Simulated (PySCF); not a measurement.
# C2H6ClNSi2: NMR shifts at several levels of theory

Aim: compute the NMR shifts of C2H6ClNSi2 (`N#CC[SiH2][SiH2]Cl`) at several levels, and see how far they spread and what each costs.

The runs use PySCF 2.14.0, with density-fitted response routines of our own; the level of theory stands in each step. All values are computed, except where a source is named. Atoms count from 0, in the outputs and in this text.

### Step 1. The starting structure

12 atoms, charge 0, multiplicity 1; geometry from: PBE0-D3(BJ)/def2-SVP.

Bonds of the start (Å): N0–C1 1.16, C1–C2 1.45, C2–Si3 1.92, Si3–Si4 2.34, Si4–Cl5 2.08, C2–H6 1.10, C2–H7 1.10, Si3–H8 1.49, Si3–H9 1.49, Si4–H10 1.49, Si4–H11 1.49.

### Step 2. Shielding tensors: HF/pcSseg-1

The job: settings as JSON, then the geometry in Å.

```
{"job": {"kind": "nmr", "xc": "HF", "basis": "pcSseg-1", "pop": false}, "charge": 0, "multiplicity": 1}
N     -0.067435     2.391555    -1.066808
C      0.200421     1.297286    -0.796059
C      0.614381    -0.047068    -0.452495
Si     2.378224    -0.062597     0.297954
Si     3.838051     1.189616    -1.041101
Cl     5.753737     0.752187    -0.362627
H      0.608218    -0.674866    -1.358549
H     -0.097005    -0.492078     0.261740
H      2.327614     0.515668     1.673112
H      2.829364    -1.484241     0.370868
H      3.600923     2.653743    -0.911086
H      3.737415     0.787507    -2.474297
```

Method: GIAO HF/pcSseg-1 NMR shielding, non-relativistic, gas phase.

The run is started by

```bash
$ OMP_NUM_THREADS=1 python probes_run.py task.json out
```

This one command runs all jobs of the session in turn.

The program printed:

```text
final grid: 101240 points
cycle   1  E = -1170.8669323995  dE =  5.396e-01  |g| = 6.225e-01  |ddm| = 3.064e+00
cycle   2  E = -1170.9444645760  dE = -7.753e-02  |g| = 5.121e-01  |ddm| = 9.450e-01
cycle   3  E = -1171.0008798889  dE = -5.642e-02  |g| = 8.311e-02  |ddm| = 4.101e-01
cycle   4  E = -1171.0036493426  dE = -2.769e-03  |g| = 3.018e-02  |ddm| = 1.323e-01
cycle   5  E = -1171.0039564700  dE = -3.071e-04  |g| = 5.934e-03  |ddm| = 4.723e-02
cycle   6  E = -1171.0039756688  dE = -1.920e-05  |g| = 2.258e-03  |ddm| = 1.335e-02
cycle   7  E = -1171.0039777357  dE = -2.067e-06  |g| = 5.416e-04  |ddm| = 4.426e-03
cycle   8  E = -1171.0039778557  dE = -1.201e-07  |g| = 1.264e-04  |ddm| = 9.038e-04
cycle   9  E = -1171.0039778688  dE = -1.310e-08  |g| = 5.744e-05  |ddm| = 2.194e-04
cycle  10  E = -1171.0039778731  dE = -4.303e-09  |g| = 3.033e-05  |ddm| = 1.138e-04
cycle  11  E = -1171.0039778747  dE = -1.523e-09  |g| = 1.068e-05  |ddm| = 8.468e-05
cycle  12  E = -1171.0039778748  dE = -1.580e-10  |g| = 2.124e-06  |ddm| = 3.252e-05
converged SCF energy = -1171.0039778748

GIAO shielding tensors (ppm)
atom      isotropic    diamagn.    paramagn.     s11        s22        s33       span
  0 N      -46.971     338.717    -385.687   -230.673   -207.335    297.096    527.769
  1 C       62.291     263.048    -200.758    -60.268    -51.843    298.983    359.251
  2 C      197.393     253.346     -55.953    189.320    192.789    210.069     20.748
  3 Si     447.970     875.096    -427.126    425.330    436.101    482.478     57.148
  4 Si     418.333     873.118    -454.785    378.632    400.549    475.818     97.186
  5 Cl    1085.452    1144.787     -59.335   1044.971   1074.511   1136.874     91.903
  6 H       30.387      30.617      -0.231     25.731     27.908     37.522     11.791
  7 H       30.057      31.951      -1.894     24.600     27.518     38.054     13.454
  8 H       27.704      28.084      -0.380     24.067     26.503     32.541      8.474
  9 H       27.933      28.106      -0.173     24.208     26.547     33.045      8.838
 10 H       26.643      27.274      -0.631     22.348     26.121     31.460      9.112
 11 H       26.897      27.407      -0.511     22.618     26.255     31.816      9.198
```

It took 8.7 s on 1 thread of Arm Neoverse V1, shared host; peak memory 0.8 GiB.

The references, computed at this level on geometries of the same kind, shield at (ppm): 1H TMS 31.69, 13C TMS 190.8, 29Si TMS 393.4, 15N NH3 265.7, 35Cl HCl 956. Their shielding less the atom's gives the shift. The references are single molecules in the gas phase, so shifts against H2O, NH3, PH3, H3PO4 or CFCl3 are not on the usual liquid scales and can be off by tens of ppm. Atoms listed in one row are averaged.

| atoms | environment | σ (ppm) | δ (ppm) |
| --- | --- | --- | --- |
| C1 | nitrile carbon | 62.3 | 128.6 |
| C2 | sp3 CH2 bonded to Si, α to a nitrile | 197.4 | -6.5 |
| H10, H11 | hydrogen on a silicon bonded to Cl, Si | 26.77 | 4.92 |
| H8, H9 | hydrogen on a silicon bonded to C, Si | 27.82 | 3.87 |
| H6, H7 | hydrogen on an sp3 CH2 bonded to Si, α to a nitrile | 30.22 | 1.46 |
| N0 | nitrile nitrogen | -47.0 | 312.7 |
| Si4 | silicon bonded to Cl, Si, 2 H | 418.3 | -24.9 |
| Si3 | silicon bonded to C, Si, 2 H | 448.0 | -54.5 |
| Cl5 | chlorine bonded to Si | 1085 | -130 |

### Step 3. NMR shieldings: LDA/pcSseg-1

Same as in step 2 but for these lines:

```diff
@@ -1,2 +1,2 @@
-{"job": {"kind": "nmr", "xc": "HF", "basis": "pcSseg-1", "pop": false}, "charge": 0, "multiplicity": 1}
+{"job": {"kind": "nmr", "xc": "LDA", "basis": "pcSseg-1", "pop": false}, "charge": 0, "multiplicity": 1}
 N     -0.067435     2.391555    -1.066808
```

Method: GIAO LDA/pcSseg-1 NMR shielding, non-relativistic, gas phase.

The program printed:

```text
coarse grid: 11832 points
cycle   1  E = -1168.6816630340  dE =  3.083e-01  |g| = 5.046e-01  |ddm| = 3.253e+00
cycle   2  E = -1168.4131357517  dE =  2.685e-01  |g| = 1.167e+00  |ddm| = 1.699e+00
cycle   3  E = -1168.7194376555  dE = -3.063e-01  |g| = 3.442e-01  |ddm| = 1.234e+00
cycle   4  E = -1168.7455654228  dE = -2.613e-02  |g| = 5.837e-02  |ddm| = 2.661e-01
cycle   5  E = -1168.7463689748  dE = -8.036e-04  |g| = 1.684e-02  |ddm| = 7.629e-02
cycle   6  E = -1168.7464446923  dE = -7.572e-05  |g| = 4.297e-03  |ddm| = 2.200e-02
cycle   7  E = -1168.7464494006  dE = -4.708e-06  |g| = 1.153e-03  |ddm| = 6.411e-03
final grid: 101240 points
cycle   8  E = -1168.7690175744  dE = -1.261e-05  |g| = 3.329e-03  |ddm| = 1.395e-02
cycle   9  E = -1168.7690070681  dE =  1.051e-05  |g| = 7.598e-03  |ddm| = 9.426e-03
cycle  10  E = -1168.7690192587  dE = -1.219e-05  |g| = 2.366e-03  |ddm| = 6.467e-03
cycle  11  E = -1168.7690204978  dE = -1.239e-06  |g| = 2.797e-04  |ddm| = 1.826e-03
cycle  12  E = -1168.7690205193  dE = -2.154e-08  |g| = 6.243e-05  |ddm| = 4.309e-04
cycle  13  E = -1168.7690205204  dE = -1.110e-09  |g| = 1.538e-05  |ddm| = 1.091e-04
cycle  14  E = -1168.7690205205  dE = -6.389e-11  |g| = 3.173e-06  |ddm| = 1.971e-05
converged SCF energy = -1168.7690205205

GIAO shielding tensors (ppm)
atom      isotropic    diamagn.    paramagn.     s11        s22        s33       span
  0 N      -45.440     342.178    -387.618   -227.662   -205.976    297.319    524.981
  1 C       57.596     260.057    -202.462    -62.783    -53.968    289.538    352.320
  2 C      185.406     256.202     -70.796    175.167    177.976    203.077     27.910
  3 Si     387.619     880.439    -492.820    356.137    372.614    434.105     77.967
  4 Si     335.933     876.770    -540.837    273.713    303.560    430.527    156.815
  5 Cl    1042.676    1144.231    -101.555    973.537   1045.459   1109.032    135.495
  6 H       29.225      29.939      -0.714     24.790     27.336     35.549     10.759
  7 H       29.032      31.676      -2.644     23.848     26.956     36.292     12.444
  8 H       26.305      27.461      -1.156     22.867     25.225     30.823      7.956
  9 H       26.562      27.402      -0.840     23.090     25.317     31.279      8.189
 10 H       24.790      26.106      -1.315     20.552     24.390     29.429      8.877
 11 H       25.041      26.262      -1.221     20.882     24.538     29.704      8.822
```

It took 17 s on 1 thread of Arm Neoverse V1, shared host; peak memory 0.81 GiB.

This run: δ C1 123.1, C2 -4.7, N0 317.4, Si4 -17.6, H10 5.91, H8 4.39 ppm (means over like atoms).

### Step 4. Nuclear shieldings: PBE/pcSseg-1

Same as in step 3 but for these lines:

```diff
@@ -1,2 +1,2 @@
-{"job": {"kind": "nmr", "xc": "LDA", "basis": "pcSseg-1", "pop": false}, "charge": 0, "multiplicity": 1}
+{"job": {"kind": "nmr", "xc": "PBE", "basis": "pcSseg-1", "pop": false}, "charge": 0, "multiplicity": 1}
 N     -0.067435     2.391555    -1.066808
```

With the program's defaults for keys left out, this is: GIAO PBE/pcSseg-1 NMR shielding, non-relativistic, gas phase.

The program printed:

```text
coarse grid: 11832 points
cycle   1  E = -1172.9763206774  dE =  3.208e-01  |g| = 5.104e-01  |ddm| = 3.250e+00
cycle   2  E = -1172.6894260782  dE =  2.869e-01  |g| = 1.197e+00  |ddm| = 1.724e+00
cycle   3  E = -1173.0172751884  dE = -3.278e-01  |g| = 3.379e-01  |ddm| = 1.261e+00
cycle   4  E = -1173.0430853364  dE = -2.581e-02  |g| = 4.865e-02  |ddm| = 2.622e-01
cycle   5  E = -1173.0436687589  dE = -5.834e-04  |g| = 1.660e-02  |ddm| = 7.050e-02
cycle   6  E = -1173.0437422835  dE = -7.352e-05  |g| = 3.739e-03  |ddm| = 2.105e-02
cycle   7  E = -1173.0437462108  dE = -3.927e-06  |g| = 1.040e-03  |ddm| = 6.146e-03
final grid: 101240 points
cycle   8  E = -1173.0867834381  dE = -1.815e-05  |g| = 8.735e-03  |ddm| = 2.244e-02
cycle   9  E = -1173.0867506312  dE =  3.281e-05  |g| = 1.444e-02  |ddm| = 2.156e-02
cycle  10  E = -1173.0867938133  dE = -4.318e-05  |g| = 5.886e-03  |ddm| = 1.468e-02
cycle  11  E = -1173.0868010715  dE = -7.258e-06  |g| = 1.133e-03  |ddm| = 4.199e-03
cycle  12  E = -1173.0868013570  dE = -2.855e-07  |g| = 2.025e-04  |ddm| = 1.143e-03
cycle  13  E = -1173.0868013686  dE = -1.153e-08  |g| = 2.369e-05  |ddm| = 2.641e-04
cycle  14  E = -1173.0868013687  dE = -1.273e-10  |g| = 5.303e-06  |ddm| = 3.873e-05
converged SCF energy = -1173.0868013687

GIAO shielding tensors (ppm)
atom      isotropic    diamagn.    paramagn.     s11        s22        s33       span
  0 N      -36.789     341.768    -378.558   -214.660   -194.060    298.351    513.011
  1 C       62.492     260.464    -197.971    -55.250    -46.858    289.585    344.834
  2 C      183.242     254.932     -71.690    173.482    175.977    200.267     26.785
  3 Si     399.989     879.904    -479.915    371.921    385.890    442.156     70.234
  4 Si     354.987     876.232    -521.244    299.207    326.238    439.517    140.310
  5 Cl    1037.195    1144.505    -107.311    980.152   1034.858   1096.574    116.422
  6 H       29.636      30.318      -0.681     25.363     27.818     35.728     10.365
  7 H       29.417      32.111      -2.694     24.397     27.453     36.401     12.004
  8 H       26.889      28.091      -1.202     23.515     25.831     31.322      7.808
  9 H       27.126      27.998      -0.872     23.708     25.914     31.755      8.047
 10 H       25.450      26.698      -1.248     21.267     25.006     30.076      8.810
 11 H       25.692      26.826      -1.133     21.571     25.147     30.360      8.788
```

It took 20 s on 1 thread of Arm Neoverse V1, shared host; peak memory 0.78 GiB.

This run: δ C1 117.5, C2 -3.2, N0 301.8, Si4 -20.4, H10 5.63, H8 4.19 ppm (means over like atoms).

### Step 5. Nuclear shieldings: BLYP/pcSseg-1

Same as in step 4 but for these lines:

```diff
@@ -1,2 +1,2 @@
-{"job": {"kind": "nmr", "xc": "PBE", "basis": "pcSseg-1", "pop": false}, "charge": 0, "multiplicity": 1}
+{"job": {"kind": "nmr", "xc": "BLYP", "basis": "pcSseg-1", "pop": false}, "charge": 0, "multiplicity": 1}
 N     -0.067435     2.391555    -1.066808
```

Method: GIAO BLYP/pcSseg-1 NMR shielding, non-relativistic, gas phase.

The program printed:

```text
coarse grid: 11832 points
cycle   1  E = -1173.5683855912  dE =  3.192e-01  |g| = 5.538e-01  |ddm| = 3.261e+00
cycle   2  E = -1173.2321538279  dE =  3.362e-01  |g| = 1.291e+00  |ddm| = 1.896e+00
cycle   3  E = -1173.6160831488  dE = -3.839e-01  |g| = 3.670e-01  |ddm| = 1.412e+00
cycle   4  E = -1173.6465253128  dE = -3.044e-02  |g| = 5.131e-02  |ddm| = 2.791e-01
cycle   5  E = -1173.6471668188  dE = -6.415e-04  |g| = 1.922e-02  |ddm| = 7.720e-02
cycle   6  E = -1173.6472632602  dE = -9.644e-05  |g| = 4.586e-03  |ddm| = 2.449e-02
cycle   7  E = -1173.6472692326  dE = -5.972e-06  |g| = 1.202e-03  |ddm| = 7.109e-03
final grid: 101240 points
cycle   8  E = -1173.6891766992  dE = -1.099e-05  |g| = 6.929e-03  |ddm| = 1.988e-02
cycle   9  E = -1173.6891484121  dE =  2.829e-05  |g| = 1.295e-02  |ddm| = 1.953e-02
cycle  10  E = -1173.6891842867  dE = -3.587e-05  |g| = 4.578e-03  |ddm| = 1.303e-02
cycle  11  E = -1173.6891888334  dE = -4.547e-06  |g| = 5.860e-04  |ddm| = 3.237e-03
cycle  12  E = -1173.6891889151  dE = -8.171e-08  |g| = 1.052e-04  |ddm| = 7.635e-04
cycle  13  E = -1173.6891889181  dE = -2.927e-09  |g| = 2.272e-05  |ddm| = 1.451e-04
cycle  14  E = -1173.6891889182  dE = -1.321e-10  |g| = 4.176e-06  |ddm| = 3.443e-05
converged SCF energy = -1173.6891889182

GIAO shielding tensors (ppm)
atom      isotropic    diamagn.    paramagn.     s11        s22        s33       span
  0 N      -40.421     342.877    -383.298   -219.677   -198.853    297.267    516.944
  1 C       58.783     260.560    -201.777    -60.946    -52.263    289.558    350.504
  2 C      178.480     254.644     -76.164    169.131    171.447    194.863     25.731
  3 Si     386.716     879.734    -493.019    358.684    373.498    427.966     69.282
  4 Si     343.656     875.972    -532.316    287.847    317.271    425.850    138.004
  5 Cl    1026.151    1144.732    -118.581    975.399   1022.096   1080.958    105.559
  6 H       29.847      30.644      -0.797     25.726     28.151     35.665      9.938
  7 H       29.621      32.634      -3.013     24.774     27.796     36.292     11.517
  8 H       27.206      28.549      -1.343     23.929     26.188     31.501      7.572
  9 H       27.428      28.320      -0.891     24.120     26.276     31.889      7.769
 10 H       25.768      27.074      -1.306     21.628     25.336     30.340      8.712
 11 H       26.018      27.221      -1.203     21.953     25.472     30.628      8.675
```

Wall time 20 s (1 thread of Arm Neoverse V1, shared host); peak memory 0.78 GiB.

This run: δ C1 116.5, C2 -3.2, N0 303.0, Si4 -20.2, H10 5.47, H8 4.04 ppm (means over like atoms).

### Step 6. Shielding tensors: BP86/pcSseg-1

Same as in step 5 but for these lines:

```diff
@@ -1,2 +1,2 @@
-{"job": {"kind": "nmr", "xc": "BLYP", "basis": "pcSseg-1", "pop": false}, "charge": 0, "multiplicity": 1}
+{"job": {"kind": "nmr", "xc": "BP86", "basis": "pcSseg-1", "pop": false}, "charge": 0, "multiplicity": 1}
 N     -0.067435     2.391555    -1.066808
```

Level: GIAO BP86/pcSseg-1 NMR shielding, non-relativistic, gas phase.

The program printed:

```text
coarse grid: 11832 points
cycle   1  E = -1173.7353752531  dE =  3.214e-01  |g| = 5.142e-01  |ddm| = 3.245e+00
cycle   2  E = -1173.4385214270  dE =  2.969e-01  |g| = 1.214e+00  |ddm| = 1.729e+00
cycle   3  E = -1173.7781613571  dE = -3.396e-01  |g| = 3.312e-01  |ddm| = 1.260e+00
cycle   4  E = -1173.8030853660  dE = -2.492e-02  |g| = 4.781e-02  |ddm| = 2.587e-01
cycle   5  E = -1173.8036474094  dE = -5.620e-04  |g| = 1.643e-02  |ddm| = 7.061e-02
cycle   6  E = -1173.8037183598  dE = -7.095e-05  |g| = 3.745e-03  |ddm| = 2.124e-02
cycle   7  E = -1173.8037224146  dE = -4.055e-06  |g| = 1.052e-03  |ddm| = 6.215e-03
final grid: 101240 points
cycle   8  E = -1173.8446781175  dE = -1.858e-05  |g| = 5.324e-03  |ddm| = 1.814e-02
cycle   9  E = -1173.8446634993  dE =  1.462e-05  |g| = 9.105e-03  |ddm| = 1.081e-02
cycle  10  E = -1173.8446779576  dE = -1.446e-05  |g| = 4.492e-03  |ddm| = 8.886e-03
cycle  11  E = -1173.8446820777  dE = -4.120e-06  |g| = 9.966e-04  |ddm| = 3.316e-03
cycle  12  E = -1173.8446822696  dE = -1.919e-07  |g| = 1.178e-04  |ddm| = 8.382e-04
cycle  13  E = -1173.8446822737  dE = -4.054e-09  |g| = 1.873e-05  |ddm| = 1.799e-04
cycle  14  E = -1173.8446822737  dE = -7.276e-11  |g| = 4.103e-06  |ddm| = 2.179e-05
converged SCF energy = -1173.8446822737

GIAO shielding tensors (ppm)
atom      isotropic    diamagn.    paramagn.     s11        s22        s33       span
  0 N      -35.886     341.697    -377.583   -213.259   -192.747    298.348    511.607
  1 C       62.319     260.695    -198.376    -55.537    -47.058    289.551    345.088
  2 C      182.792     255.449     -72.657    173.028    175.503    199.844     26.816
  3 Si     397.966     879.912    -481.946    369.994    384.518    439.386     69.392
  4 Si     353.116     876.234    -523.118    297.670    325.405    436.272    138.602
  5 Cl    1035.602    1144.607    -109.004    980.492   1032.334   1093.981    113.489
  6 H       29.704      30.419      -0.715     25.457     27.885     35.769     10.311
  7 H       29.487      32.251      -2.764     24.494     27.532     36.435     11.941
  8 H       26.963      28.172      -1.209     23.589     25.920     31.380      7.791
  9 H       27.198      28.059      -0.861     23.780     25.993     31.819      8.039
 10 H       25.536      26.778      -1.242     21.347     25.102     30.158      8.811
 11 H       25.779      26.921      -1.142     21.652     25.245     30.439      8.787
```

Wall time 20 s (1 thread of Arm Neoverse V1, shared host); peak memory 0.78 GiB.

Key values: δ C1 117.4, C2 -3.0, N0 299.0, Si4 -19.2, H10 5.61, H8 4.19 ppm (means over like atoms).

### Step 7. NMR shieldings: OPBE/pcSseg-1

Same as in step 6 but for these lines:

```diff
@@ -1,2 +1,2 @@
-{"job": {"kind": "nmr", "xc": "BP86", "basis": "pcSseg-1", "pop": false}, "charge": 0, "multiplicity": 1}
+{"job": {"kind": "nmr", "xc": "OPBE", "basis": "pcSseg-1", "pop": false}, "charge": 0, "multiplicity": 1}
 N     -0.067435     2.391555    -1.066808
```

With the program's defaults for keys left out, this is: GIAO OPBE/pcSseg-1 NMR shielding, non-relativistic, gas phase.

The program printed:

```text
coarse grid: 11832 points
cycle   1  E = -1173.4891078101  dE =  3.082e-01  |g| = 4.871e-01  |ddm| = 3.260e+00
cycle   2  E = -1173.2188747889  dE =  2.702e-01  |g| = 1.158e+00  |ddm| = 1.638e+00
cycle   3  E = -1173.5304059886  dE = -3.115e-01  |g| = 3.047e-01  |ddm| = 1.170e+00
cycle   4  E = -1173.5519772071  dE = -2.157e-02  |g| = 4.054e-02  |ddm| = 2.502e-01
cycle   5  E = -1173.5523883752  dE = -4.112e-04  |g| = 1.583e-02  |ddm| = 6.404e-02
cycle   6  E = -1173.5524589507  dE = -7.058e-05  |g| = 2.808e-03  |ddm| = 2.027e-02
cycle   7  E = -1173.5524614143  dE = -2.464e-06  |g| = 8.979e-04  |ddm| = 5.175e-03
final grid: 101240 points
cycle   8  E = -1173.5701350702  dE = -1.737e-04  |g| = 1.784e-02  |ddm| = 5.416e-02
cycle   9  E = -1173.5701132457  dE =  2.182e-05  |g| = 1.660e-02  |ddm| = 3.326e-02
cycle  10  E = -1173.5701676154  dE = -5.437e-05  |g| = 5.012e-03  |ddm| = 2.360e-02
cycle  11  E = -1173.5701718311  dE = -4.216e-06  |g| = 3.178e-03  |ddm| = 5.905e-03
cycle  12  E = -1173.5701740909  dE = -2.260e-06  |g| = 3.903e-04  |ddm| = 2.380e-03
cycle  13  E = -1173.5701741344  dE = -4.345e-08  |g| = 4.349e-05  |ddm| = 5.042e-04
cycle  14  E = -1173.5701741349  dE = -5.020e-10  |g| = 1.415e-05  |ddm| = 6.630e-05
converged SCF energy = -1173.5701741349

GIAO shielding tensors (ppm)
atom      isotropic    diamagn.    paramagn.     s11        s22        s33       span
  0 N      -23.666     339.848    -363.515   -195.513   -176.999    301.513    497.026
  1 C       71.205     261.140    -189.935    -41.654    -34.248    289.517    331.171
  2 C      186.987     254.303     -67.316    177.263    179.641    204.057     26.794
  3 Si     422.352     879.859    -457.507    397.622    408.821    460.614     62.992
  4 Si     379.727     876.332    -496.605    329.430    351.670    458.081    128.651
  5 Cl    1041.910    1145.056    -103.146    990.291   1040.626   1094.812    104.521
  6 H       29.620      30.179      -0.559     25.270     27.691     35.898     10.628
  7 H       29.383      31.775      -2.392     24.274     27.322     36.554     12.281
  8 H       26.934      27.989      -1.055     23.505     25.843     31.455      7.949
  9 H       27.171      27.998      -0.826     23.684     25.921     31.908      8.224
 10 H       25.595      26.630      -1.034     21.443     25.090     30.252      8.809
 11 H       25.818      26.710      -0.892     21.686     25.242     30.526      8.840
```

It took 20 s on 1 thread of Arm Neoverse V1, shared host; peak memory 0.78 GiB.

In short: δ C1 113.9, C2 -1.9, N0 287.8, Si4 -19.4, H10 5.52, H8 4.18 ppm (means over like atoms).

(Part 1 of 2 ends here.)
